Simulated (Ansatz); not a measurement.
# CH₅Cl₂GeN: basis-set convergence

How large a basis does CH₅Cl₂GeN need? Two functionals are run in growing sets.

Method: one geometry, several basis sets; program: Ansatz 0.2.0, Gaussian basis.

Plan: PBE0-D4/def2-SVP; ωB97M-V/def2-SVP; PBE0-D4/def2-QZVPP; ωB97M-V/def2-QZVPP; the functionals' def2-TZVPP values are taken from earlier runs.

**1. Structure used throughout**

The geometry comes from an earlier relaxation with PBE0-D4 in a triple-zeta def2 set; it is a stationary point, not always the lowest conformer.

SMILES `C[NH][GeH]([Cl])[Cl]`, 10 atoms, charge 0, spin multiplicity 1.

Atoms are counted from 1 here; the program's logs count them from 0.

Bond lengths: C1–N2 1.454 Å, C1–H6 1.097 Å, C1–H7 1.093 Å, C1–H8 1.093 Å, N2–Ge3 1.807 Å, N2–H9 1.011 Å, Ge3–Cl4 2.160 Å, Ge3–Cl5 2.136 Å, Ge3–H10 1.527 Å. Angles: N2–C1–H6 114.0°, N2–C1–H7 109.7°, N2–C1–H8 109.7°, H6–C1–H7 108.5°, H6–C1–H8 107.7°, H7–C1–H8 107.0°, C1–N2–Ge3 119.1°, C1–N2–H9 113.0°, Ge3–N2–H9 112.9°, N2–Ge3–Cl4 112.7°, N2–Ge3–Cl5 106.4°, N2–Ge3–H10 112.3°, Cl4–Ge3–Cl5 107.5°, Cl4–Ge3–H10 106.8°, Cl5–Ge3–H10 111.2°.

**2. PBE0-D4 in def2-SVP**

Contents of in.yaml:

```yaml
crystal:
  periodic: [false, false, false]
  atoms:
    - {symbol: C, position_ang: [-0.501555, -1.179308, 0.715939]}
    - {symbol: N, position_ang: [0.251272, 0.064179, 0.713540]}
    - {symbol: Ge, position_ang: [0.605054, 0.873717, -0.862631]}
    - {symbol: Cl, position_ang: [-1.179535, 1.271383, -2.013010]}
    - {symbol: Cl, position_ang: [1.492548, 2.756885, -0.385755]}
    - {symbol: H, position_ang: [-1.566007, -1.057244, 0.482489]}
    - {symbol: H, position_ang: [-0.414235, -1.660890, 1.692826]}
    - {symbol: H, position_ang: [-0.076621, -1.868564, -0.018440]}
    - {symbol: H, position_ang: [-0.052564, 0.710608, 1.428378]}
    - {symbol: H, position_ang: [1.524745, 0.038032, -1.750436]}
basis:
  gaussian: {orbitals: def2-SVP}
hamiltonian: {xc: pbe0, dispersion: d4}
output: {orbitals: {seedname: orbitals}}
```

Run with:

```console
$ ansatz run in.yaml --threads 4 --pin off --events-out ev --progress --plain --max-ram 10444MiB
```

After this run come: ωB97M-V in def2-SVP; PBE0-D4 in def2-QZVPP; ωB97M-V in def2-QZVPP.

Q: Predict the results of all the runs planned. Wanted: PBE0-D4: double and triple zeta above quadruple; ωB97M-V: double and triple zeta above quadruple.

As calculated:

| quantity | value |
| --- | --- |
| PBE0-D4: double and triple zeta above quadruple | 20.90, 2.11 eV |
| ωB97M-V: double and triple zeta above quadruple | 20.84, 2.04 eV |

**Reading.** PBE0-D4 gains 18.79 eV from double to triple zeta, then 2.11 eV more. Total energies overstate the basis error of differences, where much of it tends to cancel. The LUMO of ωB97M-V is positive and keeps falling with the basis (2.08 to 1.33 eV): an unbound level that the basis holds in place.
